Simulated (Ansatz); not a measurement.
# AlH₄NSe (SMILES [NH2][AlH][SeH]): functionals against CCSD(T) at one geometry

Aim: energy, forces and dipole at a structure displaced at random from a GFN2-xTB minimum, from CCSD(T) and from density functionals.

Computed with Ansatz 0.2.0, Gaussian basis. Level: single points in def2-TZVPP.

Cores are frozen in the correlated methods. Filled d shells of the heavier atoms are correlated.

## (1) The starting structure

SMILES `[NH2][AlH][SeH]`, 7 atoms, charge 0, spin multiplicity 1.

Atoms are counted from 1 here; the program's logs count them from 0.

Bond lengths: N1–Al2 1.774 Å, N1–H4 0.958 Å, N1–H5 1.052 Å, Al2–Se3 2.307 Å, Al2–H6 1.507 Å, Se3–H7 1.431 Å. Angles: Al2–N1–H4 119.3°, Al2–N1–H5 123.6°, H4–N1–H5 117.0°, N1–Al2–Se3 121.8°, N1–Al2–H6 118.3°, Se3–Al2–H6 119.5°, Al2–Se3–H7 90.1°.

As a file:

```xyz
7
AlH4NSe
N    -0.7372    0.6944   -0.7151
Al   -0.3064   -0.3733    0.6341
Se    1.8864   -0.9210    1.0971
H    -1.6616    0.8482   -0.9150
H    -0.0290    1.1730   -1.3291
H    -1.3920   -0.7797    1.5972
H     2.2155   -0.7859   -0.2885
```

## (2) CCSD(T)/def2-TZVPP

Contents of run/in.yaml:

```yaml
crystal:
  periodic: [false, false, false]
  atoms:
    - {symbol: N, position_ang: [-0.737200, 0.694400, -0.715100]}
    - {symbol: Al, position_ang: [-0.306400, -0.373300, 0.634100]}
    - {symbol: Se, position_ang: [1.886400, -0.921000, 1.097100]}
    - {symbol: H, position_ang: [-1.661600, 0.848200, -0.915000]}
    - {symbol: H, position_ang: [-0.029000, 1.173000, -1.329100]}
    - {symbol: H, position_ang: [-1.392000, -0.779700, 1.597200]}
    - {symbol: H, position_ang: [2.215500, -0.785900, -0.288500]}
basis:
  gaussian: {orbitals: def2-TZVPP}
correlation: {method: ccsd_t}
output: {forces: true}
```

The command line of these runs was not kept.

## (3) PBE0-D4/def2-TZVPP

run/in.yaml: that of step 2 with these lines changed.

```diff
@@ -12,3 +12,3 @@
   gaussian: {orbitals: def2-TZVPP}
-correlation: {method: ccsd_t}
-output: {forces: true}
+hamiltonian: {xc: pbe0, dispersion: d4}
+output: {forces: true, orbitals: {seedname: orbitals}}
```

## (4) wB97M-V/def2-TZVPP

run/in.yaml: that of step 3 with these lines changed.

```diff
@@ -12,3 +12,3 @@
   gaussian: {orbitals: def2-TZVPP}
-hamiltonian: {xc: pbe0, dispersion: d4}
-output: {forces: true, orbitals: {seedname: orbitals}}
+hamiltonian: {xc: {name: wB97M-V}}
+output: {forces: true}
```

## (5) r2SCAN-D4/def2-TZVPP

run/in.yaml: that of step 4 with these lines changed.

```diff
@@ -12,3 +12,3 @@
   gaussian: {orbitals: def2-TZVPP}
-hamiltonian: {xc: {name: wB97M-V}}
+hamiltonian: {xc: r2scan, dispersion: d4}
 output: {forces: true}
```

## (6) PBE-D4/def2-TZVPP

run/in.yaml: that of step 5 with these lines changed.

```diff
@@ -12,3 +12,3 @@
   gaussian: {orbitals: def2-TZVPP}
-hamiltonian: {xc: r2scan, dispersion: d4}
+hamiltonian: {xc: pbe, dispersion: d4}
 output: {forces: true}
```

## (7) revPBE-D4/def2-TZVPP

run/in.yaml: that of step 6 with these lines changed.

```diff
@@ -12,3 +12,3 @@
   gaussian: {orbitals: def2-TZVPP}
-hamiltonian: {xc: pbe, dispersion: d4}
+hamiltonian: {xc: {name: revPBE}, dispersion: d4}
 output: {forces: true}
```

## (8) CAM-B3LYP-D4/def2-TZVPP

run/in.yaml: that of step 7 with these lines changed.

```diff
@@ -12,3 +12,3 @@
   gaussian: {orbitals: def2-TZVPP}
-hamiltonian: {xc: {name: revPBE}, dispersion: d4}
+hamiltonian: {xc: {name: CAM-B3LYP}, dispersion: d4}
 output: {forces: true}
```

(Steps that only read results are left out.)

Q: Predict the outcome of this session. Wanted: energy less free atoms, CCSD(T)/def2-TZVPP; RMS force component; RMS force error; HOMO and LUMO, PBE0-D4; T1 diagnostic.

As calculated:

| quantity | value |
| --- | --- |
| energy less free atoms, CCSD(T)/def2-TZVPP | -2015.3 kJ/mol |
| RMS force component | 1.193 to 1.247 eV/Å over the methods |
| RMS force error | PBE0-D4 0.058, wB97M-V 0.041, r2SCAN-D4 0.041, PBE-D4 0.159, revPBE-D4 0.173, CAM-B3LYP-D4 0.066 eV/Å |
| HOMO and LUMO, PBE0-D4 | -7.08 and -0.60 eV |
| T1 diagnostic | 0.010 |

**Reading.** Against CCSD(T) the functionals' energies less atoms differ by -67.1 to -15.6 kJ/mol, PBE-D4 by -67.1 kJ/mol. CCSD(T) in triple zeta still lacks some correlation energy of the bonds, so part of these gaps is its own basis error and they don't rank the functionals. The forces of wB97M-V come nearest to CCSD(T), those of revPBE-D4 are farthest. Frozen-core CCSD(T) forces in triple zeta carry basis errors of their own, and this is one geometry, so small gaps rank nothing.
